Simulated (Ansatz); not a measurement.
# FeNi3: relaxation and properties

Aim: for FeNi3, find the equilibrium cell and see whether it has a gap, which orbitals make up the states near it and how charge is shared.

Method: DFT PBEsol, scalar-relativistic, plane waves, PAW, in Ansatz 0.2.0.

## 1. The starting structure

The structure is cubic, space group Pm-3m (No. 221). The conventional cell has a = 3.545 Å, b = 3.545 Å, c = 3.545 Å, α = 90.00°, β = 90.00°, γ = 90.00°. Around Fe (site symmetry m-3m) lie 12 Ni at 2.51 Å. Ni (site symmetry 4/mmm) is surrounded by 4 Fe at 2.51 Å and 8 Ni at 2.51 Å.

As a file:

```
Fe Ni
1.0
     3.54500    0.00000    0.00000
     0.00000    3.54500    0.00000
     0.00000    0.00000    3.54500
Fe Ni
1 3
Direct
  0.00000 0.00000 0.00000
  0.00000 0.50000 0.50000
  0.50000 0.00000 0.50000
  0.50000 0.50000 0.00000
```

Source of the structure: the Crystallography Open Database.

(A quick probe on a coarse mesh, which set the mesh and smearing, is not shown.)

## 3. Rough relaxation on the coarse mesh

File input.yaml:

```yaml
crystal:
  lattice:
    - [3.545, 0.0, 0.0]
    - [0.0, 3.545, 0.0]
    - [0.0, 0.0, 3.545]
  atoms:
    - { symbol: Fe, position: [0.0, 0.0, 0.0], spin: 3.2 }
    - { symbol: Ni, position: [0.0, 0.5, 0.5], spin: 0.78 }
    - { symbol: Ni, position: [0.5, 0.0, 0.5], spin: 0.78 }
    - { symbol: Ni, position: [0.5, 0.5, 0.0], spin: 0.78 }
basis:
  ecutwfc: 420
kpoints:
  mp_grid: { grid: [6, 6, 6] }
hamiltonian:
  xc: pbesol
scf:
  occupations: { method: gaussian, width: 0.1 }
output:
  forces: true
  stress: true
  eigenvalues: true
  populations: true
magnetization:
  spin_polarized: true
relax:
  adjacent_minimum: "off"
  f_tol: 0.05
  max_steps: 80
  cell: { stress_tol: 0.5 }
```

Started as:

```console
ansatz run input.yaml --threads 1 --pin off --max-ram 2560MiB --backend cpu --events-out ev --progress --plain --runs-dir out
```

Further runs follow: relaxing cell and atoms; static run: bands, density of states and charges.

Before running it: what results should come out? Wanted: relaxed cell; volume; formation energy; total moment; gap; states at the Fermi level; Bader charges.

The runs gave:

| quantity | value |
| --- | --- |
| relaxed cell | a = 3.489 Å, b = 3.489 Å, c = 3.489 Å, α = 90.00°, β = 90.00°, γ = 90.00° |
| space group (0.01 Å) | Pm-3m (No. 221) |
| volume | 10.62 Å³/atom |
| formation energy (elements from runs with the same settings, not shown) | -0.08 eV/atom |
| total moment | 4.77 μB/cell |
| gap | none (metal) |
| states at the Fermi level | 3.23 per eV per cell |
| Bader charges | Fe +0.41, Ni -0.14 e |

Relaxation lowered the volume by 4.7 %. That is more than thermal expansion of the reported cell explains. There is no gap at this level. Of the projected weight within 0.25 eV of the Fermi level, the largest part is Ni 3d (76 %). Bader charges reach 0.4 e, so charge transfer in this metal is moderate.
